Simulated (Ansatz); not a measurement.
# CH4ClGa: an energy map over angle Cl3–Ga2–H7 and angle H5–C1–H6, part 2 of 2

A grid of calculations on CH₄ClGa, SMILES [CH3][GaH][Cl], to see where the energy is lowest and how it rises around there.

Ansatz 0.2.0; RKS wB97X-V/def2-TZVP. Earlier steps stand in the parts before.

**4. Point angle Cl3–Ga2–H7 = 114.1°, angle H5–C1–H6 = 108.9°**

The input, input.yaml:

```yaml
crystal:
  periodic: [false, false, false]
  atoms:
    - { symbol: C, position_ang: [-0.631936, 0.642892, -0.191391] }
    - { symbol: Ga, position_ang: [0.675407, -0.77659, 0.091853] }
    - { symbol: Cl, position_ang: [2.001686, -0.466877, 1.765529] }
    - { symbol: H, position_ang: [-1.250796, 0.755183, 0.703476] }
    - { symbol: H, position_ang: [-0.113771, 1.59328, -0.348182] }
    - { symbol: H, position_ang: [-1.279961, 0.447946, -1.047972] }
    - { symbol: H, position_ang: [0.92898, -2.101484, -0.682836] }
basis:
  gaussian: { orbitals: def2-TZVP }
hamiltonian:
  xc: { name: wB97X-V }
output:
  forces: true
```

Run with:

```console
> ansatz run input.yaml --threads 1 --pin off --max-ram 2560MiB --backend cpu --events-out ev --progress --plain --runs-dir out
```

The program printed:

```text
Warning: RAYON_NUM_THREADS=1 ignored (pool sized by the plan → 1); use --threads N
Engine: ansatz 0.2.0, aarch64-unknown-linux-gnu
Functional definition: wB97X-V
  parameter omega = 0.3/bohr
  parameter cx = 0.167
  parameter cx1 = 0.603
  parameter cx2 = 1.194
  parameter css0 = 0.556
  parameter css1 = -0.257
  parameter cos0 = 1.219
  parameter cos1 = -1.850
  parameter b = 6.0
  parameter c = 0.01
  exchange = spin_sum(e_x_unif_sr(omega)*poly(b97_u_x, 1 - cx, cx1, cx2)) + cx*exact_x_sr(omega) + exact_x_lr(omega)
  correlation = spin_sum(e_c_pw_same_spin*poly(b97_u_same, css0, css1))
      + integral(e_c_pw_opposite_spin*poly(b97_u_opposite, cos0, cos1)) + vv10(b, c)
1022 factors; their error is unknown
244 factors; integrals over basis functions are off by at most 3.4e-5 eV
mean field evaluation 1: about -65994.6480 eV, gradient 4.2e1 eV
mean field evaluation 2: about -65995.8987 eV, gradient 3.9e1 eV
mean field evaluation 4: about -65998.1529 eV, gradient 1.4e0 eV
mean field evaluation 8: about -65998.1632 eV, gradient 2.4e-2 eV
mean field evaluation 16: about -65998.3017 eV, gradient 1.6e-5 eV
mean field -65998.30167461 eV, -2425.3928512864 hartree, gradient 1.6e-5 eV, S^2 0.000000; 0 other end points of the search recorded, 0 dependent functions left out
the calculation of the forces begins
reference -65998.30167276 eV, -2425.3928512182 hartree; 29, 29 occupied and 111, 111 virtual orbitals, 1022 factors
Total energy: -65998.30167276 eV, -2425.3928512182 hartree
Atom 0 at    -0.631936     0.642892    -0.191391 Å, force    -0.001538     0.000360    -0.005183 eV/Å
Atom 1 at     0.675407    -0.776590     0.091853 Å, force    -0.002196     0.001142     0.000703 eV/Å
Atom 2 at     2.001686    -0.466877     1.765529 Å, force     0.001743    -0.001251     0.000312 eV/Å
Atom 3 at    -1.250796     0.755183     0.703476 Å, force     0.000488     0.000374     0.000454 eV/Å
Atom 4 at    -0.113771     1.593280    -0.348182 Å, force     0.001932     0.000366     0.002660 eV/Å
Atom 5 at    -1.279961     0.447946    -1.047972 Å, force    -0.001606    -0.001606     0.000346 eV/Å
Atom 6 at     0.928980    -2.101484    -0.682836 Å, force     0.001177     0.000615     0.000707 eV/Å
Dipole moment:    -0.376583     0.049717    -0.366520 e Å
```

It took 27 s on 1 thread of Arm Neoverse N1, shared host; peak memory 0.37 GiB.

Energy on the map's scale: 0 kJ/mol.

**5. The run at angle Cl3–Ga2–H7 = 139.1°, angle H5–C1–H6 = 73.9°**

input.yaml: that of step 4 with these lines changed.

```diff
@@ -5,5 +5,5 @@
     - { symbol: Ga, position_ang: [0.675407, -0.77659, 0.091853] }
-    - { symbol: Cl, position_ang: [2.001686, -0.466877, 1.765529] }
+    - { symbol: Cl, position_ang: [1.463848, 0.296422, 1.789833] }
     - { symbol: H, position_ang: [-1.250796, 0.755183, 0.703476] }
-    - { symbol: H, position_ang: [-0.113771, 1.59328, -0.348182] }
+    - { symbol: H, position_ang: [-0.499362, 1.489622, -0.870941] }
     - { symbol: H, position_ang: [-1.279961, 0.447946, -1.047972] }
```

Run with:

```console
> ansatz run input.yaml --threads 1 --pin off --max-ram 2560MiB --backend cpu --events-out ev --progress --plain --runs-dir out
```

The program printed:

```text
Warning: RAYON_NUM_THREADS=1 ignored (pool sized by the plan → 1); use --threads N
Engine: ansatz 0.2.0, aarch64-unknown-linux-gnu
Functional definition: wB97X-V
  parameter omega = 0.3/bohr
  parameter cx = 0.167
  parameter cx1 = 0.603
  parameter cx2 = 1.194
  parameter css0 = 0.556
  parameter css1 = -0.257
  parameter cos0 = 1.219
  parameter cos1 = -1.850
  parameter b = 6.0
  parameter c = 0.01
  exchange = spin_sum(e_x_unif_sr(omega)*poly(b97_u_x, 1 - cx, cx1, cx2)) + cx*exact_x_sr(omega) + exact_x_lr(omega)
  correlation = spin_sum(e_c_pw_same_spin*poly(b97_u_same, css0, css1))
      + integral(e_c_pw_opposite_spin*poly(b97_u_opposite, cos0, cos1)) + vv10(b, c)
1022 factors; their error is unknown
244 factors; integrals over basis functions are off by at most 3.0e-5 eV
mean field evaluation 1: about -65992.5153 eV, gradient 4.5e1 eV
mean field evaluation 2: about -65993.8850 eV, gradient 4.2e1 eV
mean field evaluation 4: about -65996.7375 eV, gradient 1.7e0 eV
mean field evaluation 8: about -65996.7494 eV, gradient 2.6e-2 eV
mean field evaluation 16: about -65996.8889 eV, gradient 2.1e-5 eV
mean field -65996.88885713 eV, -2425.3409312017 hartree, gradient 2.1e-5 eV, S^2 0.000000; 0 other end points of the search recorded, 0 dependent functions left out
the calculation of the forces begins
reference -65996.88885529 eV, -2425.3409311339 hartree; 29, 29 occupied and 111, 111 virtual orbitals, 1022 factors
Total energy: -65996.88885529 eV, -2425.3409311339 hartree
Atom 0 at    -0.631936     0.642892    -0.191391 Å, force    -1.257720    -0.664336    -2.277699 eV/Å
Atom 1 at     0.675407    -0.776590     0.091853 Å, force    -0.442674     1.238800    -0.226510 eV/Å
Atom 2 at     1.463848     0.296422     1.789833 Å, force     0.934959    -0.720488     0.621857 eV/Å
Atom 3 at    -1.250796     0.755183     0.703476 Å, force     0.231925     0.646058    -0.258293 eV/Å
Atom 4 at    -0.499362     1.489622    -0.870941 Å, force     1.661346     1.404018     1.520795 eV/Å
Atom 5 at    -1.279961     0.447946    -1.047972 Å, force    -1.411315    -1.951404     0.208699 eV/Å
Atom 6 at     0.928980    -2.101484    -0.682836 Å, force     0.283480     0.047353     0.411151 eV/Å
Dipole moment:    -0.200975    -0.295950    -0.446305 e Å
```

Wall time 27 s (1 thread of Arm Neoverse N1, shared host); peak memory 0.37 GiB.

Energy on the map's scale: 136 kJ/mol.

**6. Point angle Cl3–Ga2–H7 = 101.6°, angle H5–C1–H6 = 117.7°**

input.yaml: that of step 5 with these lines changed.

```diff
@@ -5,5 +5,5 @@
     - { symbol: Ga, position_ang: [0.675407, -0.77659, 0.091853] }
-    - { symbol: Cl, position_ang: [1.463848, 0.296422, 1.789833] }
+    - { symbol: Cl, position_ang: [2.182057, -0.879996, 1.6331] }
     - { symbol: H, position_ang: [-1.250796, 0.755183, 0.703476] }
-    - { symbol: H, position_ang: [-0.499362, 1.489622, -0.870941] }
+    - { symbol: H, position_ang: [-0.042019, 1.563897, -0.199342] }
     - { symbol: H, position_ang: [-1.279961, 0.447946, -1.047972] }
```

Run with:

```console
> ansatz run input.yaml --threads 1 --pin off --max-ram 2560MiB --backend cpu --events-out ev --progress --plain --runs-dir out
```

The program printed:

```text
Warning: RAYON_NUM_THREADS=1 ignored (pool sized by the plan → 1); use --threads N
Engine: ansatz 0.2.0, aarch64-unknown-linux-gnu
Functional definition: wB97X-V
  parameter omega = 0.3/bohr
  parameter cx = 0.167
  parameter cx1 = 0.603
  parameter cx2 = 1.194
  parameter css0 = 0.556
  parameter css1 = -0.257
  parameter cos0 = 1.219
  parameter cos1 = -1.850
  parameter b = 6.0
  parameter c = 0.01
  exchange = spin_sum(e_x_unif_sr(omega)*poly(b97_u_x, 1 - cx, cx1, cx2)) + cx*exact_x_sr(omega) + exact_x_lr(omega)
  correlation = spin_sum(e_c_pw_same_spin*poly(b97_u_same, css0, css1))
      + integral(e_c_pw_opposite_spin*poly(b97_u_opposite, cos0, cos1)) + vv10(b, c)
1022 factors; their error is unknown
244 factors; integrals over basis functions are off by at most 3.5e-5 eV
mean field evaluation 1: about -65994.6082 eV, gradient 4.2e1 eV
mean field evaluation 2: about -65995.8020 eV, gradient 3.8e1 eV
mean field evaluation 4: about -65997.9846 eV, gradient 1.3e0 eV
mean field evaluation 8: about -65997.9953 eV, gradient 2.8e-2 eV
mean field evaluation 16: about -65998.1336 eV, gradient 2.1e-5 eV
mean field -65998.13359724 eV, -2425.3866745567 hartree, gradient 2.1e-5 eV, S^2 0.000000; 0 other end points of the search recorded, 0 dependent functions left out
the calculation of the forces begins
reference -65998.13359539 eV, -2425.3866744890 hartree; 29, 29 occupied and 111, 111 virtual orbitals, 1022 factors
Total energy: -65998.13359539 eV, -2425.3866744890 hartree
Atom 0 at    -0.631936     0.642892    -0.191391 Å, force     0.336533    -0.091173     0.937890 eV/Å
Atom 1 at     0.675407    -0.776590     0.091853 Å, force     0.065615    -0.630001    -0.167840 eV/Å
Atom 2 at     2.182057    -0.879996     1.633100 Å, force    -0.083711     0.418817     0.216326 eV/Å
Atom 3 at    -1.250796     0.755183     0.703476 Å, force    -0.128625    -0.185433     0.020307 eV/Å
Atom 4 at    -0.042019     1.563897    -0.199342 Å, force    -0.254325     0.176597    -0.625386 eV/Å
Atom 5 at    -1.279961     0.447946    -1.047972 Å, force     0.283646     0.329501    -0.092738 eV/Å
Atom 6 at     0.928980    -2.101484    -0.682836 Å, force    -0.219133    -0.018308    -0.288559 eV/Å
Dipole moment:    -0.451985     0.227788    -0.305178 e Å
```

Run time: 26 s. Hardware: 1 thread of Arm Neoverse N1, shared host; peak memory 0.37 GiB.

Energy on the map's scale: 16 kJ/mol.

**7. All points together**

81 points were computed. Energies in kJ/mol, from the relaxed molecule at the same level:

| angle H5–C1–H6 (°) ↓, angle Cl3–Ga2–H7 (°) → | 89.1 | 95.3 | 101.6 | 107.8 | 114.1 | 120.3 | 126.6 | 132.8 | 139.1 |
| --- | --- | --- | --- | --- | --- | --- | --- | --- | --- |
| 143.9 | 133 | 112 | 97 | 88 | 84 | 85 | 92 | 106 | 131 |
| 135.2 | 95 | 74 | 60 | 51 | 48 | 49 | 57 | 71 | 94 |
| 126.4 | 66 | 47 | 33 | 24 | 21 | 23 | 31 | 45 | 69 |
| 117.7 | 49 | 30 | 16 | 8 | 5 | 8 | 16 | 30 | 53 |
| 108.9 | 43 | 24 | 10 | 3 | 0 | 3 | 11 | 26 | 49 |
| 100.2 | 48 | 29 | 15 | 8 | 5 | 8 | 17 | 32 | 55 |
| 91.4 | 64 | 45 | 32 | 24 | 22 | 25 | 33 | 48 | 72 |
| 82.7 | 91 | 72 | 58 | 51 | 48 | 51 | 60 | 75 | 99 |
| 73.9 | 129 | 110 | 96 | 89 | 86 | 89 | 98 | 113 | 136 |

The dipole moment (D) at each point:

| angle H5–C1–H6 (°) ↓, angle Cl3–Ga2–H7 (°) → | 89.1 | 95.3 | 101.6 | 107.8 | 114.1 | 120.3 | 126.6 | 132.8 | 139.1 |
| --- | --- | --- | --- | --- | --- | --- | --- | --- | --- |
| 143.9 | 3.21 | 2.96 | 2.73 | 2.53 | 2.36 | 2.24 | 2.19 | 2.20 | 2.27 |
| 135.2 | 3.24 | 3.01 | 2.78 | 2.58 | 2.41 | 2.29 | 2.24 | 2.25 | 2.32 |
| 126.4 | 3.27 | 3.03 | 2.81 | 2.61 | 2.45 | 2.34 | 2.28 | 2.29 | 2.36 |
| 117.7 | 3.28 | 3.06 | 2.84 | 2.65 | 2.49 | 2.38 | 2.33 | 2.33 | 2.40 |
| 108.9 | 3.30 | 3.08 | 2.87 | 2.69 | 2.54 | 2.43 | 2.37 | 2.38 | 2.44 |
| 100.2 | 3.32 | 3.11 | 2.91 | 2.73 | 2.59 | 2.49 | 2.43 | 2.43 | 2.49 |
| 91.4 | 3.35 | 3.15 | 2.96 | 2.80 | 2.66 | 2.56 | 2.51 | 2.51 | 2.55 |
| 82.7 | 3.40 | 3.22 | 3.04 | 2.88 | 2.75 | 2.66 | 2.61 | 2.60 | 2.64 |
| 73.9 | 3.48 | 3.31 | 3.14 | 3.00 | 2.87 | 2.78 | 2.73 | 2.72 | 2.75 |

**8. Outcome**

The summary covers parts 1 to 2.

```
               quantity                                                                                                                                             value
           lowest point                                                                                      angle Cl3–Ga2–H7 = 114.1°, angle H5–C1–H6 = 108.9°, 0 kJ/mol
 highest computed point                                                                    angle Cl3–Ga2–H7 = 139.1°, angle H5–C1–H6 = 73.9°, 136 kJ/mol above the lowest
      dipole moment (D)  2.19 at angle Cl3–Ga2–H7 = 126.6°, angle H5–C1–H6 = 143.9° to 3.48 at angle Cl3–Ga2–H7 = 89.1°, angle H5–C1–H6 = 73.9°; 2.54 at the lowest point
time for the whole task                                                                                                                   49 min on 1 thread, shared host
```

**Reading.** The lowest computed point is at angle Cl3–Ga2–H7 = 114.1°, angle H5–C1–H6 = 108.9°, 0 kJ/mol from the relaxed molecule at the same level. No other kind of well shows on this grid. The highest computed point, angle Cl3–Ga2–H7 = 139.1°, angle H5–C1–H6 = 73.9°, lies 136 kJ/mol above the lowest. Round the minimum the two coordinates are nearly uncoupled.
